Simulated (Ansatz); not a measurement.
# GeH₇NO₂Si: one species, many methods

An exercise on one series of results from a longer session: the logs are not shown, and one member is left open.

Method: functionals in def2-TZVPP, the program's frozen cores in correlated methods; program: Ansatz 0.2.0, Gaussian basis.

The runs, in order: PBE-D4, r2SCAN-D4, PBE0-D4, B3LYP-D4, ωB97X-V, ωB97M-V, B2PLYP; CCSD(T)/def2-TZVPP; MP2/def2-QZVPP; extrapolation to the limit.

## The relaxed structure

The geometry comes from an earlier relaxation with PBE0-D4 in a triple-zeta def2 set; it is a stationary point, not always the lowest conformer.

SMILES `O[SiH](O)[NH][GeH3]`, 12 atoms, charge 0, spin multiplicity 1.

Atoms are counted from 1 here; the program's logs count them from 0.

Bond lengths: O1–Si2 1.638 Å, O1–H6 0.959 Å, Si2–O3 1.646 Å, Si2–N4 1.700 Å, Si2–H7 1.484 Å, O3–H8 0.958 Å, N4–Ge5 1.845 Å, N4–H9 1.009 Å, Ge5–H10 1.540 Å, Ge5–H11 1.539 Å, Ge5–H12 1.532 Å. Angles: Si2–O1–H6 116.0°, O1–Si2–O3 103.5°, O1–Si2–N4 109.9°, O1–Si2–H7 112.3°, O3–Si2–N4 114.0°, O3–Si2–H7 110.5°, N4–Si2–H7 106.8°, Si2–O3–H8 117.2°, Si2–N4–Ge5 126.4°, Si2–N4–H9 116.5°, Ge5–N4–H9 115.3°, N4–Ge5–H10 108.4°, N4–Ge5–H11 111.1°, N4–Ge5–H12 106.9°, H10–Ge5–H11 109.1°, H10–Ge5–H12 110.7°, H11–Ge5–H12 110.6°.

Set-up of the first run:

Input file in.yaml:

```yaml
crystal:
  periodic: [false, false, false]
  atoms:
    - {symbol: O, position_ang: [-0.950308, -1.639059, 0.741896]}
    - {symbol: Si, position_ang: [0.536135, -0.976348, 0.552928]}
    - {symbol: O, position_ang: [0.812824, -0.235287, 1.996751]}
    - {symbol: N, position_ang: [0.532792, 0.081706, -0.777955]}
    - {symbol: Ge, position_ang: [-0.756187, 1.341397, -1.170777]}
    - {symbol: H, position_ang: [-1.229337, -1.793432, 1.645899]}
    - {symbol: H, position_ang: [1.578141, -1.998648, 0.284220]}
    - {symbol: H, position_ang: [1.604178, 0.299181, 2.069392]}
    - {symbol: H, position_ang: [1.158226, -0.146498, -1.535526]}
    - {symbol: H, position_ang: [-0.059131, 2.589995, -1.741309]}
    - {symbol: H, position_ang: [-1.757429, 0.805178, -2.209912]}
    - {symbol: H, position_ang: [-1.469904, 1.671815, 0.144392]}
basis:
  gaussian: {orbitals: def2-TZVPP}
hamiltonian: {xc: pbe, dispersion: d4}
output: {forces: true, orbitals: {seedname: orbitals}}
```

The run is started by

```bash
ansatz run in.yaml --threads 2 --pin off --events-out ev --progress --plain --max-ram 22528MiB --backend cuda --devices 0, --max-vram 18GiB
```

Among the steps run: PBE-D4 (GGA); r2SCAN-D4 (meta-GGA); PBE0-D4 (hybrid); B3LYP-D4 (hybrid); ωB97X-V (range-separated); ωB97M-V (range-separated); B2PLYP (double hybrid); CCSD(T) in def2-TZVPP; MP2 in def2-QZVPP.

One table of the session follows, with a row left open; its other results are not shown here.

It belongs to the step «Atomisation energies». 

| method | atomisation energy (eV) |
| --- | --- |
| PBE-D4 | 43.120 |
| r2SCAN-D4 | 42.897 |
| PBE0-D4 | 42.358 |
| B3LYP-D4 | 42.822 |
| ωB97X-V | 43.239 |
| ωB97M-V | 43.055 |
| B2PLYP | 42.464 |
| HF/def2-TZVPP | 30.149 |
| MP2/def2-TZVPP | 42.638 |
| CCSD/def2-TZVPP | 41.420 |
| CCSD(T)/def2-TZVPP | ? |
| MP2/CBS | 43.917 |
| CCSD(T)/CBS | 43.310 |

**Question.** Estimate the row for CCSD(T)/def2-TZVPP.

As computed: atomisation energy (eV): 42.031. In the column «atomisation energy (eV)» it lies between CCSD/def2-TZVPP (41.420) and PBE0-D4 (42.358).
